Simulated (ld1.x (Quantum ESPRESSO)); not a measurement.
# How the rcutus of the p waves shapes a PAW potential for Cu

Aim: generate and test one potential in full, then change the rcutus of the p waves and see what happens to hardness, ghosts and transferability.

The numbers are computed with ld1.x (Quantum ESPRESSO) 7.5 (LDA (PZ), scalar-relativistic, spin-unpolarised reference atom).

1 further run of the same task is left out (it didn't finish).

## 1. Settings

Typed settings, in words:

```
element                 : copper (Cu, Z = 29)
type                    : PAW
frozen core             : [Ne]
valence charge          : 19
reference configuration : 3s2 3p6 3d10 4s1 4p0
partial waves           : 3s (bound): rcut 0.95, rcutus 1.20 bohr; 4s (bound): rcut 0.95, rcutus 1.20 bohr; 3p (bound): rcut 1.05, rcutus 1.10 bohr; 4p (bound, empty): rcut 1.05, rcutus 1.10 bohr; 3d (bound): rcut 0.80, rcutus 1.05 bohr; 3d channel at 0.95 Ry: rcut 0.80, rcutus 1.05 bohr
local potential         : all-electron potential smoothed inside 0.90 bohr (lloc = -1)
core correction         : not asked for
augmentation charge     : BESSEL, radius 0.60 bohr
```

The nodes and maxima of the atom's own shells, from an earlier all-electron run, set the scale for the radii.

All-electron outer shells of the reference configuration (LDA (PZ), scalar-relativistic, ld1.x):

```json
{"shell": "2s", "level (eV)": "-1060.41", "outermost node (bohr)": "0.07", "outermost maximum (bohr)": "0.20"}
{"shell": "2p", "level (eV)": "-916.44", "outermost node (bohr)": "–", "outermost maximum (bohr)": "0.16"}
{"shell": "3s", "level (eV)": "-114.15", "outermost node (bohr)": "0.29", "outermost maximum (bohr)": "0.61"}
{"shell": "3p", "level (eV)": "-72.03", "outermost node (bohr)": "0.26", "outermost maximum (bohr)": "0.62"}
{"shell": "3d", "level (eV)": "-5.32", "outermost node (bohr)": "–", "outermost maximum (bohr)": "0.60"}
{"shell": "4s", "level (eV)": "-4.87", "outermost node (bohr)": "0.89", "outermost maximum (bohr)": "2.24"}
{"shell": "4p", "level (eV)": "-0.79", "outermost node (bohr)": "0.98", "outermost maximum (bohr)": "3.52"}
```

## 2. Generation of the first potential

Contents of Cu.in:

```
 &input
   title='Cu', zed=29., rel=1, dft='PZ', iswitch=3,
   config='[Ar] 3d10 4s1 4p0',
   nld=3, rlderiv=1.30, eminld=-10.0, emaxld=5.0, deld=0.04
 /
 &inputp
   pseudotype=3, lpaw=.true., tm=.true., lloc=-1, rcloc=0.90,
   nlcc=.false.,
   which_augfun='BESSEL', rmatch_augfun=0.60,
   file_pseudopw='Cu.UPF', file_wfcaegen='ae.wfc', file_wfcncgen='nc.wfc', file_beta='beta', file_chi='chi', file_wfcusgen='us.wfc'
 /
6
3S  1  0   2.00   0.00  0.95  1.20  0.0
4S  2  0   1.00   0.00  0.95  1.20  0.0
3P  2  1   6.00   0.00  1.05  1.10  0.0
4P  3  1   0.00   0.00  1.05  1.10  0.0
3D  3  2  10.00   0.00  0.80  1.05  0.0
3D  3  2   0.00   0.95  0.80  1.05  0.0
 &test
   configts(1)='3s2 3p6 3d10 4s1 4p0'
 /
```

Command:

```bash
$ ld1.x < Cu.in > Cu.out
```

Output in Cu.out (without the banner and most projector matrices):

```text
     Program LD1 v.7.5
     --------------------------- All-electron run ----------------------------

     Cu
     scalar relativistic calculation

     atomic number is 29.00
     dft =PZ   lsd =0 sic =0 latt =0  beta=0.20 tr2=1.0E-14
     Exchange-correlation= PZ
                           (   1   1   0   0   0   0   0)
     mesh =1199 r(mesh) = 100.25372 a.u. xmin = -7.00 dx = 0.01250
     1 Ry =  13.60569312 eV, c = 137.03599908

     n l     nl                  e(Ry)          e(Ha)          e(eV)
     1 0     1S 1( 2.00)      -649.2415      -324.6208     -8833.3811
     2 0     2S 1( 2.00)       -77.9384       -38.9692     -1060.4063
     2 1     2P 1( 6.00)       -67.3571       -33.6786      -916.4405
     3 0     3S 1( 2.00)        -8.3899        -4.1950      -114.1505
     3 1     3P 1( 6.00)        -5.2942        -2.6471       -72.0319
     3 2     3D 1(10.00)        -0.3913        -0.1957        -5.3243
     4 0     4S 1( 1.00)        -0.3576        -0.1788        -4.8648
     4 1     4P 1( 0.00)        -0.0577        -0.0288        -0.7850

     final scf error:  4.2E-15 reached in  29 iterations

     Etot =   -3304.518170 Ry,   -1652.259085 Ha,  -44960.260135 eV

     Ekin =    3352.291624 Ry,    1676.145812 Ha,   45610.251097 eV
     Encl =   -7962.289539 Ry,   -3981.144769 Ha, -108332.468018 eV
     Eh   =    1435.273990 Ry,     717.636995 Ha,   19527.897457 eV
     Exc  =    -129.794245 Ry,     -64.897123 Ha,   -1765.940670 eV

     normalization and overlap integrals

     s(1S/1S) =  1.000000  <r> =   0.0522  <r2> =    0.0037  r(max) =   0.0341
     s(2S/2S) =  1.000000  <r> =   0.2357  <r2> =    0.0655  r(max) =   0.1960
     s(2P/2P) =  1.000000  <r> =   0.2066  <r2> =    0.0524  r(max) =   0.1585
     s(3S/3S) =  1.000000  <r> =   0.7133  <r2> =    0.5889  r(max) =   0.6112
     s(3P/3P) =  1.000000  <r> =   0.7502  <r2> =    0.6671  r(max) =   0.6189
     s(3D/3D) =  1.000000  <r> =   1.0470  <r2> =    1.5711  r(max) =   0.5961
     s(4S/4S) =  1.000000  <r> =   2.8937  <r2> =    9.8815  r(max) =   2.2428
     s(4P/4P) =  1.000000  <r> =   4.8595  <r2> =   29.3066  r(max) =   3.5173

     ------------------------ End of All-electron run ------------------------

     --------------------- Generating PAW atomic setup --------------------

      Generating local potential from pseudized AE potential:
      Matching radius rcloc =   0.9000

      Local pseudo, rcloc= 0.889 Estimated cut-off energy=    31.55 Ry

      Computing core charge for PAW:

       r > 0.33 : true rho core
       r < 0.33 : rho core = a sin(br)/r    a=  75.53  b=   7.97

      Integrated core pseudo-charge :   4.29
      Wfc-us  3S rcutus= 1.200  Estimated cut-off energy=    37.61 Ry
      Wfc-us  4S rcutus= 1.200  Estimated cut-off energy=    76.79 Ry
      Wfc-us  3P rcutus= 1.114  Estimated cut-off energy=    66.71 Ry
      Wfc-us  4P rcutus= 1.114  Estimated cut-off energy=   118.09 Ry
      Wfc-us  3D rcutus= 1.059  Estimated cut-off energy=   101.93 Ry
      Wfc-us  3D rcutus= 1.059  Estimated cut-off energy=   110.25 Ry

     Required augmentation: BESSEL   radius:    0.600000
     Suggested rho cutoff for augmentation: 272.49 Ry

     Estimated PAW energy = -481.375982 Ryd

     The PAW screened D coefficients
    11.44043     5.59010     0.00000     0.00000     0.00000     0.00000
     5.59010     2.10844     0.00000     0.00000     0.00000     0.00000
     0.00000     0.00000    -0.27348     0.24864     0.00000     0.00000
     0.00000     0.00000     0.24864     0.03214     0.00000     0.00000
     0.00000     0.00000     0.00000     0.00000    -1.73614    -1.07255
     0.00000     0.00000     0.00000     0.00000    -1.07255    -0.64662

     The PAW descreened D coefficients (US)
     3.67134    -1.68866     0.00000     0.00000     0.00000     0.00000
    -1.68866    -1.45348     0.00000     0.00000     0.00000     0.00000
     0.00000     0.00000     6.24731    -0.04334     0.00000     0.00000
     0.00000     0.00000    -0.04334    -0.17395     0.00000     0.00000
     0.00000     0.00000     0.00000     0.00000     8.35494     5.98641
     0.00000     0.00000     0.00000     0.00000     5.98641     4.28466

     ------------------- End of pseudopotential generation -------------------

     [... the all-electron block is printed once more ...]


     Computing logarithmic derivative in   1.30209
     Computing logarithmic derivative in   1.30209
     Computing the partial wave expansion
     R is outside the sphere for l=    0 j= 0.00
     R is outside the sphere for l=    0 j= 0.00
     R is outside the sphere for l=    1 j= 0.00
     R is outside the sphere for l=    1 j= 0.00
     R is outside the sphere for l=    2 j= 0.00
     R is outside the sphere for l=    2 j= 0.00

     ---------------------- Testing the pseudopotential ----------------------

     Cu
     scalar relativistic calculation

     atomic number is 29.00   valence charge is 19.00
     dft = SLA  PZ   NOGX NOGC   lsd =0 sic =0 latt =0  beta=0.20 tr2=1.0E-14
     mesh =1199 r(mesh) = 100.25372 xmin = -7.00 dx = 0.01250

     n l     nl             e AE (Ry)        e PS (Ry)    De AE-PS (Ry)
     1 0     3S   1( 2.00)       -8.38991       -8.38995        0.00004
     2 1     3P   1( 6.00)       -5.29424       -5.29429        0.00005
     3 2     3D   1(10.00)       -0.39133       -0.39138        0.00005
     2 0     4S   1( 1.00)       -0.35756       -0.35758        0.00002
     3 1     4P   1( 0.00)       -0.05769       -0.05772        0.00003

     eps = 4.6E-15  iter = 10

     Etot =   -3304.518170 Ry,   -1652.259085 Ha,  -44960.260135 eV
     Etotps =  -481.376032 Ry,    -240.688016 Ha,   -6549.454563 eV

     Ekin =     439.488424 Ry,     219.744212 Ha,    5979.544627 eV
     Encl =   -1144.295030 Ry,    -572.147515 Ha,  -15568.927024 eV
     Ehrt =     353.224804 Ry,     176.612402 Ha,    4805.868284 eV
     Ecxc =    -129.794229 Ry,     -64.897115 Ha,   -1765.940450 eV

     ---------------------- End of pseudopotential test ----------------------
```

Wall time 1.7 s (1 thread, shared host). This counts the later configuration tests of the new file too.

Partial waves on a coarse radial grid (AE all-electron, PS pseudo):

```tsv
r (bohr)	3s AE	3s PS	3d AE	3d PS
0.060	0.1042	0.2357	0.0314	0.0019
0.120	-0.5711	0.4634	0.1521	0.0150
0.180	-0.6840	0.6755	0.3253	0.0484
0.240	-0.3732	0.8653	0.5048	0.1074
0.300	0.0930	1.0272	0.6626	0.1928
0.360	0.5426	1.1570	0.7869	0.3002
0.420	0.8974	1.2523	0.8757	0.4216
0.480	1.1370	1.3120	0.9322	0.5460
0.540	1.2709	1.3371	0.9618	0.6619
0.600	1.3195	1.3299	0.9703	0.7590
0.660	1.3057	1.2941	0.9632	0.8303
0.720	1.2495	1.2344	0.9450	0.8726
0.780	1.1669	1.1562	0.9193	0.8870
0.840	1.0702	1.0653	0.8887	0.8783
0.900	0.9678	0.9672	0.8552	0.8537
0.960	0.8657	0.8670	0.8202	0.8206
1.020	0.7677	0.7690	0.7848	0.7849
1.080	0.6760	0.6767	0.7496	0.7496
1.140	0.5918	0.5919	0.7151	0.7151
1.200	0.5156	0.5156	0.6817	0.6817
1.260	0.4475	0.4475	0.6494	0.6494
1.320	0.3871	0.3871	0.6185	0.6185
1.380	0.3339	0.3339	0.5890	0.5890
1.440	0.2873	0.2873	0.5609	0.5609
1.500	0.2466	0.2466	0.5341	0.5341
1.560	0.2113	0.2113	0.5087	0.5087
```

[end of part 1 of 3]
